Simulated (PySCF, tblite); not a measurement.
# C4H5N3: dynamics, then NMR shifts on frames, part 1 of 2

How do NMR shifts of C4H5N3 (`Nc1ccnnc1`) change as the atoms move?

Computed with tblite 0.8.0 and PySCF 2.14.0, with density-fitted response routines of our own, on a single molecule in the gas phase. Atoms are numbered from 0 throughout.

## (1) The molecule as given

12 atoms, charge 0, multiplicity 1; geometry from: GFN2-xTB.

Bonds of the start (Å): N0–C1 1.36, C1–C2 1.39, C2–C3 1.39, C3–N4 1.32, N4–N5 1.30, N5–C6 1.31, C6–C1 1.41, N0–H7 1.01, N0–H8 1.01, C2–H9 1.08, C3–H10 1.08, C6–H11 1.08.

## (2) A short Langevin run with GFN2-xTB

What the job is given:

```
{"job": {"kind": "md", "xc": "GFN2-xTB", "basis": "xTB", "temperature": 300, "steps": 2000, "every": 50, "frames": 5}, "charge": 0, "multiplicity": 1}
N     -1.860025     0.457410    -0.021712
C     -0.570260     0.052628     0.126331
C      0.517567     0.876860    -0.158226
C      1.782577     0.362460     0.080922
N      1.998683    -0.850395     0.559684
N      0.987505    -1.623847     0.830841
C     -0.243576    -1.221047     0.634498
H     -2.590356    -0.231414     0.025900
H     -2.048103     1.290986    -0.552058
H      0.375696     1.873506    -0.550782
H      2.670785     0.944478    -0.122525
H     -1.019294    -1.932311     0.885819
```

Level: GFN2-xTB Langevin dynamics, gas phase.

The run is started by

```sh
OMP_NUM_THREADS=1 python probes_run.py task.json out
```

The driver reads the jobs from task.json and runs them one after another.

Output:

```text
t/fs     T/K      E/eV
    0.0   261.5   -539.77993
   25.0   199.4   -539.50618
   50.0   284.0   -539.43432
   75.0   366.6   -539.48285
  100.0   217.6   -539.33285
  125.0   281.5   -539.46340
  150.0   214.3   -539.46462
  175.0   300.1   -539.47402
  200.0   258.4   -539.43695
  225.0   230.5   -539.54109
  250.0   266.5   -539.50264
  275.0   255.3   -539.43895
  300.0   267.3   -539.49859
  325.0   305.5   -539.55563
  350.0   272.6   -539.48572
  375.0   201.5   -539.50614
  400.0   220.2   -539.50884
  425.0   317.9   -539.53472
  450.0   285.3   -539.49300
  475.0   291.7   -539.41869
  500.0   290.5   -539.31827
  525.0   293.4   -539.38742
  550.0   267.5   -539.39622
  575.0   275.1   -539.33599
  600.0   378.4   -539.45131
  625.0   276.6   -539.47496
  650.0   244.0   -539.40812
  675.0   270.7   -539.42320
  700.0   224.6   -539.39230
  725.0   272.9   -539.43629
  750.0   228.1   -539.44574
  775.0   235.0   -539.57341
  800.0   207.5   -539.46984
  825.0   309.0   -539.50598
  850.0   186.6   -539.44598
  875.0   274.9   -539.44686
  900.0   164.1   -539.38010
  925.0   234.1   -539.50083
  950.0   262.2   -539.41682
  975.0   276.5   -539.38721
 1000.0   410.0   -539.55951
```

It took 44 s on 1 thread of Intel Xeon at 2.50GHz, shared host.

Distance from the start (root mean square after alignment): 0 fs 0.00 Å, 200 fs 0.14 Å, 400 fs 0.09 Å, 600 fs 0.09 Å, 800 fs 0.12 Å, 1000 fs 0.08 Å.

Positions (Å) and forces (eV/Å) at 1000 fs:

```xyz
12

N    -2.278    0.642    0.938   -0.095    1.603    0.558
C    -1.103   -0.026    0.914   -0.570   -1.012   -1.152
C     0.112    0.552    1.244   -0.106   -0.483    0.159
C     1.207   -0.286    1.072   -0.581    0.185    0.010
N     1.149   -1.486    0.536   -0.077   -0.279   -0.080
N     0.017   -2.021    0.170   -1.280    0.571    0.318
C    -1.135   -1.370    0.370    2.426    1.226    0.537
H    -3.027    0.264    0.393   -0.283    0.077   -0.033
H    -2.239    1.672    1.073   -0.197   -1.209   -0.177
H     0.180    1.569    1.623    0.022   -0.264   -0.113
H     2.160    0.075    1.358    0.898    0.048    0.079
H    -2.071   -1.764    0.048   -0.157   -0.462   -0.106
```

## (3) NMR shieldings: 250 fs, PBE0/pcSseg-1

What the job is given:

```
{"job": {"kind": "nmr", "xc": "PBE0", "basis": "pcSseg-1", "pop": false}, "charge": 0, "multiplicity": 1}
N     -2.321400     0.276200     0.073000
C     -1.012700     0.142000     0.289600
C     -0.118500     1.151100     0.355800
C      1.205600     0.909900     0.646300
N      1.633000    -0.338900     0.859300
N      0.824400    -1.337400     0.855200
C     -0.433300    -1.108600     0.625000
H     -2.866200    -0.601700     0.132800
H     -2.751200     1.207300     0.107700
H     -0.418300     2.148500     0.114500
H      1.876300     1.739400     0.808500
H     -1.123300    -1.946500     0.686300
```

Method: GIAO PBE0/pcSseg-1 NMR shielding, non-relativistic, gas phase.

Output:

```text
coarse grid: 10632 points
cycle   1  E = -319.1599264708  dE =  1.512e+00  |g| = 3.634e-01  |ddm| = 3.515e+00
cycle   2  E = -319.1630649826  dE = -3.139e-03  |g| = 3.662e-01  |ddm| = 1.200e+00
cycle   3  E = -319.1915593640  dE = -2.849e-02  |g| = 1.483e-01  |ddm| = 6.678e-01
cycle   4  E = -319.1960826504  dE = -4.523e-03  |g| = 4.630e-02  |ddm| = 1.566e-01
cycle   5  E = -319.1965920209  dE = -5.094e-04  |g| = 9.149e-03  |ddm| = 6.213e-02
cycle   6  E = -319.1966092550  dE = -1.723e-05  |g| = 4.423e-03  |ddm| = 1.363e-02
cycle   7  E = -319.1966140274  dE = -4.772e-06  |g| = 1.037e-03  |ddm| = 5.271e-03
final grid: 104672 points
cycle   8  E = -319.2312777195  dE = -2.894e-05  |g| = 7.151e-03  |ddm| = 3.707e-02
cycle   9  E = -319.2312727014  dE =  5.018e-06  |g| = 8.763e-03  |ddm| = 1.744e-02
cycle  10  E = -319.2312890407  dE = -1.634e-05  |g| = 1.683e-03  |ddm| = 9.255e-03
cycle  11  E = -319.2312897287  dE = -6.879e-07  |g| = 2.688e-04  |ddm| = 1.774e-03
cycle  12  E = -319.2312897406  dE = -1.193e-08  |g| = 1.546e-04  |ddm| = 4.259e-04
cycle  13  E = -319.2312897463  dE = -5.704e-09  |g| = 3.381e-05  |ddm| = 1.949e-04
cycle  14  E = -319.2312897465  dE = -1.995e-10  |g| = 1.820e-05  |ddm| = 4.310e-05
converged SCF energy = -319.2312897465

GIAO shielding tensors (ppm)
atom      isotropic    diamagn.    paramagn.     s11        s22        s33       span
  0 N      190.707     321.281    -130.575    160.934    166.101    245.084     84.150
  1 C       43.976     257.457    -213.481    -57.337     18.668    170.597    227.934
  2 C       80.162     256.630    -176.467     -9.669     74.700    175.455    185.124
  3 C       30.820     249.465    -218.645   -105.276     50.837    146.898    252.174
  4 N     -164.244     322.948    -487.192   -595.003   -162.750    265.020    860.022
  5 N     -169.614     322.588    -492.203   -560.440   -197.404    249.002    809.442
  6 C       46.163     249.199    -203.035    -60.342     62.898    135.933    196.275
  7 H       26.782      30.272      -3.490     20.317     25.626     34.402     14.085
  8 H       27.254      30.602      -3.348     20.823     26.317     34.621     13.799
  9 H       25.877      32.755      -6.878     22.167     25.054     30.411      8.244
 10 H       22.424      29.398      -6.974     18.850     20.618     27.805      8.955
 11 H       23.374      30.883      -7.509     19.954     20.831     29.337      9.383
```

Run time: 57 s. Hardware: 1 thread of Intel Xeon at 2.50GHz, shared host; peak memory 0.7 GiB.

The references, computed at this level on geometries of the same kind, shield at (ppm): ¹H TMS 31.72, ¹³C TMS 186.9, ¹⁵N NH3 267.7. Their shielding less the atom's gives the shift. The references are single molecules in the gas phase, so shifts against H2O, NH3, PH3, H3PO4 or CFCl3 are not on the usual liquid scales and can be off by tens of ppm. Each atom is listed at this fixed geometry, with no averaging over motion; a spectrum would average atoms that exchange fast.

| atoms | environment | σ (ppm) | δ (ppm) |
| --- | --- | --- | --- |
| C3 | aromatic CH next to a ring nitrogen | 30.8 | 156.1 |
| C1 | aromatic carbon bearing nitrogen | 44.0 | 142.9 |
| C6 | aromatic CH next to a ring nitrogen | 46.2 | 140.8 |
| C2 | aromatic CH | 80.2 | 106.8 |
| H10 | hydrogen on an aromatic CH next to a ring nitrogen | 22.42 | 9.29 |
| H11 | hydrogen on an aromatic CH next to a ring nitrogen | 23.37 | 8.34 |
| H9 | hydrogen on an aromatic CH | 25.88 | 5.84 |
| H7 | hydrogen on an aniline-type nitrogen | 26.78 | 4.94 |
| H8 | hydrogen on an aniline-type nitrogen | 27.25 | 4.46 |
| N5 | pyridine-type ring nitrogen | -169.6 | 437.3 |
| N4 | pyridine-type ring nitrogen | -164.2 | 432.0 |
| N0 | aniline-type nitrogen | 190.7 | 77.0 |

Ring of atoms C1, C2, C3, N4, N5, C6: NICS(0) -5.3, NICS(1) -10.2, NICS(1)zz -24.8 ppm (means of both faces).

## (4) Shielding tensors: 425 fs, PBE0/pcSseg-1

What the job is given:

```
{"job": {"kind": "nmr", "xc": "PBE0", "basis": "pcSseg-1", "pop": false}, "charge": 0, "multiplicity": 1}
N     -2.417400     0.514800     0.475900
C     -1.133800     0.066900     0.535400
C     -0.144700     0.919700     1.064000
C      1.126800     0.448400     1.172800
N      1.419500    -0.830600     0.922900
N      0.494600    -1.626900     0.396300
C     -0.738200    -1.208000     0.172200
H     -3.130700    -0.170400     0.363300
H     -2.634800     1.526900     0.566300
H     -0.428900     1.939400     1.426600
H      1.961600     1.046900     1.531400
H     -1.454500    -1.859000    -0.307500
```

With the program's defaults for keys left out, this is: GIAO PBE0/pcSseg-1 NMR shielding, non-relativistic, gas phase.

Output:

```text
coarse grid: 10632 points
cycle   1  E = -319.1659570651  dE =  1.326e+00  |g| = 3.536e-01  |ddm| = 3.490e+00
cycle   2  E = -319.1691794235  dE = -3.222e-03  |g| = 3.510e-01  |ddm| = 1.113e+00
cycle   3  E = -319.1943328841  dE = -2.515e-02  |g| = 1.532e-01  |ddm| = 6.174e-01
cycle   4  E = -319.1993605660  dE = -5.028e-03  |g| = 4.619e-02  |ddm| = 1.603e-01
cycle   5  E = -319.1998564361  dE = -4.959e-04  |g| = 9.258e-03  |ddm| = 5.806e-02
cycle   6  E = -319.1998733618  dE = -1.693e-05  |g| = 4.260e-03  |ddm| = 1.299e-02
cycle   7  E = -319.1998776999  dE = -4.338e-06  |g| = 8.743e-04  |ddm| = 4.846e-03
final grid: 104672 points
cycle   8  E = -319.2352407429  dE = -2.759e-05  |g| = 6.906e-03  |ddm| = 3.610e-02
cycle   9  E = -319.2352367160  dE =  4.027e-06  |g| = 8.246e-03  |ddm| = 1.694e-02
cycle  10  E = -319.2352512513  dE = -1.454e-05  |g| = 1.868e-03  |ddm| = 9.369e-03
cycle  11  E = -319.2352520968  dE = -8.455e-07  |g| = 2.539e-04  |ddm| = 1.911e-03
cycle  12  E = -319.2352521075  dE = -1.074e-08  |g| = 1.415e-04  |ddm| = 3.737e-04
cycle  13  E = -319.2352521122  dE = -4.637e-09  |g| = 3.307e-05  |ddm| = 1.625e-04
cycle  14  E = -319.2352521124  dE = -1.695e-10  |g| = 2.036e-05  |ddm| = 4.508e-05
converged SCF energy = -319.2352521124

GIAO shielding tensors (ppm)
atom      isotropic    diamagn.    paramagn.     s11        s22        s33       span
  0 N      191.978     320.224    -128.246    156.265    169.360    250.309     94.044
  1 C       40.631     256.928    -216.297    -55.331     12.780    164.445    219.777
  2 C       71.041     256.445    -185.404    -21.803     72.632    162.295    184.098
  3 C       30.718     249.599    -218.881    -97.348     45.837    143.666    241.014
  4 N     -175.901     323.083    -498.984   -570.525   -201.160    243.982    814.507
  5 N     -220.444     322.065    -542.509   -678.150   -228.824    245.642    923.791
  6 C       44.789     248.363    -203.574    -72.063     66.979    139.451    211.515
  7 H       28.210      31.455      -3.245     21.213     26.498     36.918     15.705
  8 H       26.933      30.330      -3.396     20.499     26.182     34.119     13.620
  9 H       24.756      31.171      -6.415     21.134     23.878     29.256      8.122
 10 H       22.390      29.249      -6.859     19.485     20.282     27.404      7.919
 11 H       22.515      30.595      -8.081     18.401     20.647     28.496     10.094
```

Wall time 52 s (1 thread of Intel Xeon at 2.50GHz, shared host); peak memory 0.72 GiB.

This run: δ C3 156.2, C1 146.3, C6 142.1, C2 115.9, H10 9.33, H11 9.20 ppm.

(Continued in part 2 of 2.)
